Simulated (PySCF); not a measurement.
# CaC (triplet): basis, grid and Hamiltonian

Aim: see how much the energy and properties of CaC (triplet) depend on the numerical set-up.

The runs use PySCF 2.14.0; method and basis as typed in the scripts.

3 further runs of the same task are left out: 3 that didn't finish.

## Step 1: Starting geometry

CaC (triplet): 2 atoms, charge 0, spin multiplicity 3.

Bond lengths: Ca1–C2 2.300 Å.

## Step 2: The run that the others are compared with

File input.py:

```python
from pyscf import gto, scf, ci

mol = gto.M(
    atom='Ca 0 0 0; C 0 0 2.3',
    basis='cc-pcvdz',
    charge=0,
    spin=2,
    verbose=4,
)
mf = scf.UHF(mol)
mf.kernel()
ci.CISD(mf).kernel()
mf.dip_moment()
print('orbital energies (hartree):', [e[max(0, n-3):n+3].round(4) for e, n in zip(mf.mo_energy, mol.nelec)])
```

On the command line:

```
> OMP_NUM_THREADS=1 python input.py
```

Its log is not repeated here.

Base result: E(SCF) = -714.425297 Eh, E(CISD) − E(SCF) = -0.35251 Eh, ⟨S²⟩ = 2.029, μ = 3.46 D (of the SCF density).

The bond length is a typed value, not an optimised one. The triplet is typed in the script; nothing here shows that it is the ground state.

## Step 3: Spin-free X2C on

Run 1 changes spin-free X2C: off → on.

File input.py:

```python
from pyscf import gto, scf, ci

mol = gto.M(
    atom='Ca 0 0 0; C 0 0 2.3',
    basis='cc-pcvdz',
    charge=0,
    spin=2,
    verbose=4,
)
mf = scf.UHF(mol)
mf = mf.sfx2c1e()
mf.kernel()
ci.CISD(mf).kernel()
mf.dip_moment()
print('orbital energies (hartree):', [e[max(0, n-3):n+3].round(4) for e, n in zip(mf.mo_energy, mol.nelec)])
```

On the command line:

```
> OMP_NUM_THREADS=1 python input.py
```

## Step 4: Pcseg-1

Run 2 changes basis set: cc-pcvdz → pcseg-1.

Edit input.py of step 2 so:

```diff
@@ -4,3 +4,3 @@
     atom='Ca 0 0 0; C 0 0 2.3',
-    basis='cc-pcvdz',
+    basis='pcseg-1',
     charge=0,
```

## Step 5: Cartesian functions on

Run 3 changes Cartesian functions: off → on.

Edit input.py of step 2 so:

```diff
@@ -7,2 +7,3 @@
     spin=2,
+    cart=True,
     verbose=4,
```

**Question.** What will these runs give? Wanted: for each run, E(SCF); from base; gap, α spin; SCF dipole; after the SCF.

The runs gave:

```csv
run,E(SCF) (hartree),from base (eV),cycles,"gap, α spin (eV)",SCF dipole (D),functions,after the SCF
base,-714.425297,0,17,5.52,3.46,54,CISD correlation -9.592 eV
spin-free X2C on,-716.919133,-67.8607,17,5.55,3.40,54,CISD correlation -9.573 eV
pcseg-1,-714.301942,+3.3567,16,5.48,3.89,38,CISD correlation -7.110 eV
Cartesian functions on,-714.425785,-0.0133,17,5.47,3.51,58,CISD correlation -9.746 eV
```

Of the runs whose energies can be compared, “spin-free X2C on” moves the SCF energy most (-67.861 eV). Scalar relativity lowers the total energy by 67.86 eV, nearly all of it in the inner shells; a basis contracted without relativity catches only part of it. pcseg-1 (38 functions) gives an energy 3.36 eV higher than cc-pcvdz (54).
